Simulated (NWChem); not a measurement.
**doublet CsF+: levels of theory compared**

Wanted: a comparison of 6 runs (UHF/def2-TZVPP, U-revPBE/def2-TZVPP, UBLYP/def2-TZVPP, UPBE/def2-TZVPP, UMP2/def2-TZVPP, UCCSD(T)/def2-TZVPP) of doublet CsF+. 

The results are computed with NWChem 7.3.0.

### 1 Starting point

CsF+ has 2 atoms, charge +1, and is taken as a doublet. As SMILES of the parent species, `[F][Cs]`. The bond length is the one measured for the parent species. That shape belongs to the parent species and isn't relaxed for this state.

Bond lengths: F1–Cs2 2.345 Å.

### 2 A single-point energy at UHF/def2-TZVPP (core potential) (run 1)

Input file mol.nw:

```
START mol
memory total 2200 mb
charge 1

GEOMETRY noautosym nocenter noautoz
  F      0.000000     0.000000     0.000000
  Cs     0.000000     0.000000     2.345351
END

BASIS spherical bse
  * library def2-TZVPP
END

ECP bse
  Cs library def2-TZVPP
END

SCF
  doublet
  uhf
  thresh 1e-08
  maxiter 80
END

TASK scf energy
```

Run with:

```console
$ nwchem mol.nw > mol.out
```

The program printed:

```text
[...]
  functions       =    67
[...]
  wavefunction    = UHF
[...]
         Total SCF energy =   -119.108434060977
      One electron energy =   -205.048395167240
      Two electron energy =     67.664079513710
 Nuclear repulsion energy =     18.275881592553
                       Sz =      0.5000
                 Sz(Sz+1) =      0.7500
                      S^2 =      0.7556
[...]
```

Run time: 5.1 s. Hardware: 1 thread of Intel Xeon Platinum 8488C (Sapphire Rapids), shared host; peak memory 0.099 GiB.

### 3 A single-point energy at U-revPBE/def2-TZVPP (core potential) (run 2)

Input file geom.nw:

```
start geom
title "CsF revPBE"
memory stack 880 mb heap 220 mb global 1100 mb
charge 1

geometry noautosym nocenter noautoz
  F      0.000000     0.000000     0.000000
  Cs     0.000000     0.000000     2.345351
end

basis spherical bse
  * library def2-TZVPP
end

ecp bse
  Cs library def2-TZVPP
end

dft
  xc revpbe cpbe96
  mult 2
  grid xfine
  convergence energy 1e-08
  maxiter 100
  mulliken
  noprint "final vectors analysis"
end

task dft energy
```

Run with:

```console
$ nwchem geom.nw > geom.out
```

The program printed:

```text
[...]
          Wavefunction type:  spin polarized.
          No. of atoms     :     2
          No. of electrons :    17
[...]
          Charge           :     1
          Spin multiplicity:     2
[...]
          AO basis - number of functions:    67
[...]
              XC Information
              --------------
                        RevPBE Exchange Functional  1.000
            Perdew 1991 LDA Correlation Functional  1.000 local
           PerdewBurkeErnz. Correlation Functional  1.000 non-local
[...]
 d= 0,ls=0.0,diis     1   -119.2096494510 -1.37D+02  4.77D-02  1.08D+00     1.4
[...]
 d= 0,ls=0.5,diis    21   -119.7506164247 -6.40D-09  3.70D-08  3.60D-09    26.1
[...]
         Total DFT energy =     -119.750616428105
      One electron energy =     -205.148072593038
           Coulomb energy =       80.547211972241
    Exchange-Corr. energy =      -13.425637399861
 Nuclear repulsion energy =       18.275881592553
[...]
      Total Density - Mulliken Population Analysis
     ---------------------------------------------
    Atom       Charge   Shell Charges
 -----------   ------   -------------------------------------------------------
    1 F    9     9.06   0.78  1.19  0.64  1.00  0.38  2.20  1.95  0.91  0.00  0.00  0.00
    2 Cs   9     7.94  -0.33  1.67  0.66  0.00  0.00  5.42  0.45  0.00  0.04  0.02  0.00  0.00
[...]
      <S2> =      0.7517 (Exact =     0.7500)
[...]
```

Run time: 28 s. Hardware: 1 thread of Intel Xeon Platinum 8488C (Sapphire Rapids), shared host; peak memory 0.11 GiB.

Runs 3 to 5 aren't shown in full; the table further down has their settings and results.

### 4 The energy at UCCSD(T)/def2-TZVPP (core potential) (run 6)

Input file run.py:

```python
from ase import Atoms
from ase.calculators.nwchem import NWChem

molecule = Atoms(['F', 'Cs'], positions=[
    [0.000000, 0.000000, 0.000000],
    [0.000000, 0.000000, 2.345351],
])

calc = NWChem(
    label='test',
    theory='tce',
    memory='2200 mb',
    basis='def2-TZVPP',
    basispar='spherical bse',
    charge=1,
    scf={'nopen': '1', 'uhf': None, 'thresh': '1e-08', 'maxiter': '80'},
    tce={'scf': None, 'ccsd(t)': None, 'freeze': 'core 1', 'maxiter': '60'},
    task='energy',
    **{'ecp bse': {'Cs library': 'def2-TZVPP'}},
)
molecule.calc = calc

print(f"energy = {molecule.get_potential_energy():.6f} eV")
```

Run with:

```console
$ export ASE_NWCHEM_COMMAND="nwchem PREFIX.nwi > PREFIX.nwo"
$ python run.py
```

The program printed:

```text
energy = -3251.147610 eV
```

The calculator wrote test.nwi:

```
title "test"

permanent_dir test

scratch_dir test

start test

geometry units angstrom nocenter noautosym noautoz
  F  0.0000000000000000e+00 0.0000000000000000e+00 0.0000000000000000e+00
  Cs 0.0000000000000000e+00 0.0000000000000000e+00 2.3453510000000000e+00
end

charge 1

memory 2200 mb

basis spherical bse noprint
   * library def2-TZVPP
end

scf
  nopen 1
  uhf
  thresh 1e-08
  maxiter 80
end
tce
  scf
  ccsd(t)
  freeze core 1
  maxiter 60
end
ecp bse
  Cs library def2-TZVPP
end

task tce energy
```

test.nwo:

```text
Northwest Computational Chemistry Package (NWChem) 7.3.0
             --------------------------------------------------------

           Job information
           ---------------

    nwchem branch   = 7.3.0
    use scalapack   = T
    input           = test.nwi
    prefix          = test.
    data base       = test/test.db
    status          = startup
    nproc           =        1

           Memory information
           ------------------

    heap     =     72089598 doubles =      550.0 Mbytes
    stack    =     72089595 doubles =      550.0 Mbytes
    global   =    144179200 doubles =     1100.0 Mbytes (distinct from heap & stack)
    total    =    288358393 doubles =     2200.0 Mbytes
    verify   = yes
    hardfail = no

[... 33 lines left out ...]
            Nuclear Dipole moment (a.u.)
[... 63 lines left out ...]
 1-e energy   =    -196.637659
[... 7 lines left out ...]
         Quadratically convergent UHF
[... 14 lines left out ...]
       Final UHF  results
[... 3 lines left out ...]
      One electron energy =   -205.048395167054
[... 1 line left out ...]
 Nuclear repulsion energy =     18.275881592553
[... 31 lines left out ...]
          Final beta eigenvalues
[... 263 lines left out ...]
                     UHF Final Beta Molecular Orbital Analysis
[... 456 lines left out ...]
 CCSD total energy / hartree       =      -119.469413690667963
[... 1 line left out ...]
 Singles contributions

 Doubles contributions
 CCSD(T)
 Using plain CCSD(T) code
             total no. of tasks           56
 total no. of tasks / no. procs           56
                         wl_min      2352637          11.5
                         wl_max      4096000          12.6
        thresh for no. of tasks           56

 CCSD[T]  correction energy / hartree =        -0.008438729378309
 CCSD[T] correlation energy / hartree =        -0.369418359087001
 CCSD[T] total energy / hartree       =      -119.477852420046275
 CCSD(T)  correction energy / hartree =        -0.008058259240712
 CCSD(T) correlation energy / hartree =        -0.369037888949404
 CCSD(T) total energy / hartree       =      -119.477471949908676

 Task  times  cpu:       47.7s     wall:       47.7s
 Total times  cpu:       47.8s     wall:       47.8s
```

Run time: 49 s. Hardware: 1 thread of Intel Xeon Platinum 8488C (Sapphire Rapids), shared host; peak memory 0.72 GiB.

### 5 All runs side by side

```csv
run,level,iteration cap,module,energy (Eh),HOMO energy (eV),LUMO energy (eV),⟨S²⟩,wall time
1,UHF/def2-TZVPP (core potential),80,scf,-119.108434,-22.66,-4.72,0.756,5.1 s
2,U-revPBE/def2-TZVPP (core potential),100,dft,-119.750616,–,–,0.752,28 s
3,UBLYP/def2-TZVPP (core potential),100,dft,-119.714283,-15.46,-14.25,0.752,28 s
4,UPBE/def2-TZVPP (core potential),100,dft,-119.662374,-15.51,-14.29,0.752,28 s
5,UMP2/def2-TZVPP (core potential),80,mp2,-119.443580,-22.66,-4.72,0.756,6.6 s
6,UCCSD(T)/def2-TZVPP (core potential),80,tce,-119.477472,-22.66,-4.72,0.756,49 s
```

### 6 Summary of results

```
                                                         quantity          value
                                              run 6: total energy  -119.47747 Eh
run 6: HOMO energy (Hartree–Fock orbitals) (highest over α and β)      -22.66 eV
 run 6: LUMO energy (Hartree–Fock orbitals) (lowest over α and β)       -4.72 eV
                run 6: correlation energy (1 core orbital frozen)     -369.0 mEh
                                            run 6: (T) correction      -8.06 mEh
                         run 6: ⟨S²⟩ of the reference determinant          0.756
```

**Reading.** Below the UHF energy at the same shape and in the same basis (def2-TZVPP): UMP2 -335.1 mEh; UCCSD(T) -369.0 mEh. Totals of different functionals can't be ranked against each other. All runs together took 2.4 min, the longest 49 s.
